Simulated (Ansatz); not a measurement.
# two structures of TiRe: a comparison of enthalpies under pressure

Program: Ansatz 0.2.0, Python API.

At the Python prompt:
```pycon
>>> import ansatz as az
>>> import numpy as np
>>> import pandas as pd
>>> ECUT = 470
>>> KSPACING = 0.39
>>> OCCUPATIONS = "cold"
>>> SMEARING_WIDTH = 0.05
>>> def rocksalt(A, B, a):
...     return (
...         az.Lattice.fcc(a)
...         .space_group(225)
...         .atom(A, (0, 0, 0))
...         .atom(B, (0.5, 0.5, 0.5))
...         .primitive()
...     )
...
>>> def cscl(first, second, a):
...     return (
...         az.Lattice.cubic(a)
...         .space_group(221)
...         .atom(first, (0, 0, 0))
...         .atom(second, (0.5, 0.5, 0.5))
...     )
...
>>> def solve(name, crystal, pressure=0.0):
...     calc = (
...         crystal.calculation()
...         .functional(az.Functional.PBESOL)
...         .basis(ECUT)
...         .scf(algorithm="density_mixing")
...         .kpoints(spacing=KSPACING)
...         .occupations(OCCUPATIONS, width=SMEARING_WIDTH)
...     )
...     calc = calc.relax(force_tolerance=0.03, max_steps=60, cell=True, pressure=pressure)
...     return calc.run()
...
>>> def volume_per_atom(outcome):
...     return abs(np.linalg.det(outcome.lattice.cell_ang)) / len(outcome.lattice.sites)
...
>>> phases = {}
>>> phases["rocksalt"] = rocksalt("Ti", "Re", 5.07)
>>> phases["CsCl"] = cscl("Ti", "Re", 3.12)
>>> # H = E + PV, with 1 eV per cubic angstrom equal to 160.2 GPa
>>> pressures = [0, 15, 30, 45]
>>> enthalpy, volume = {name: [] for name in phases}, {name: [] for name in phases}
>>> for p in pressures:
...     for name, crystal in phases.items():
...         o = solve(name, crystal, pressure=p)
...         volume[name].append(volume_per_atom(o))
...         enthalpy[name].append(o.report["energy_sigma0_ev"] / len(o.lattice.sites) + p * volume[name][-1] / 160.21766)
...
>>> gap = np.array(enthalpy["CsCl"]) - np.array(enthalpy["rocksalt"])
>>> rows = [(p, va, vb, 1000 * d) for p, va, vb, d in zip(pressures, volume["rocksalt"], volume["CsCl"], gap)]
>>> print(pd.DataFrame(rows, columns=["P (GPa)", "V rocksalt (A^3/atom)", "V CsCl (A^3/atom)", "H(CsCl) - H(rocksalt) (meV/atom)"]).round(4).to_string(index=False))
 P (GPa)  V rocksalt (A^3/atom)  V CsCl (A^3/atom)  H(CsCl) - H(rocksalt) (meV/atom)
       0                16.5686            14.6277                        -1256.0105
      15                15.4036            13.8687                        -1417.1181
      30                14.5517            13.2718                        -1547.9015
      45                13.8876            12.7814                        -1659.1330
>>> crossings = [p0 - g0 * (p1 - p0) / (g1 - g0) for p0, p1, g0, g1 in zip(pressures, pressures[1:], gap, gap[1:]) if g0 * g1 < 0]
>>> print("crossing near", [round(float(p), 1) for p in crossings], "GPa") if crossings else print("no crossing in this range")
no crossing in this range
```

Reading the output:
- These settings explore the input space; cutoff and mesh may be short of convergence.
- At a fixed pressure a relaxation lowers the enthalpy F + PV, while F alone can rise.
- For the metals among these phases the mesh is modest: differences between phases can be off by up to 40 meV an atom.
- Spin-orbit coupling, which matters for elements this heavy, is left out.
- Only these two structures are compared, at zero temperature and with their symmetry kept; either may be hypothetical, and another phase may be lower than both. Differences under about 40 meV an atom lie within the error of mesh and functional.
- The cells are prototypes set up for this calculation and needn't exist.
- Wall time of the script: 28 s on 1 thread of Arm Neoverse V2, with other jobs on the host, peak memory 0.44 GiB.
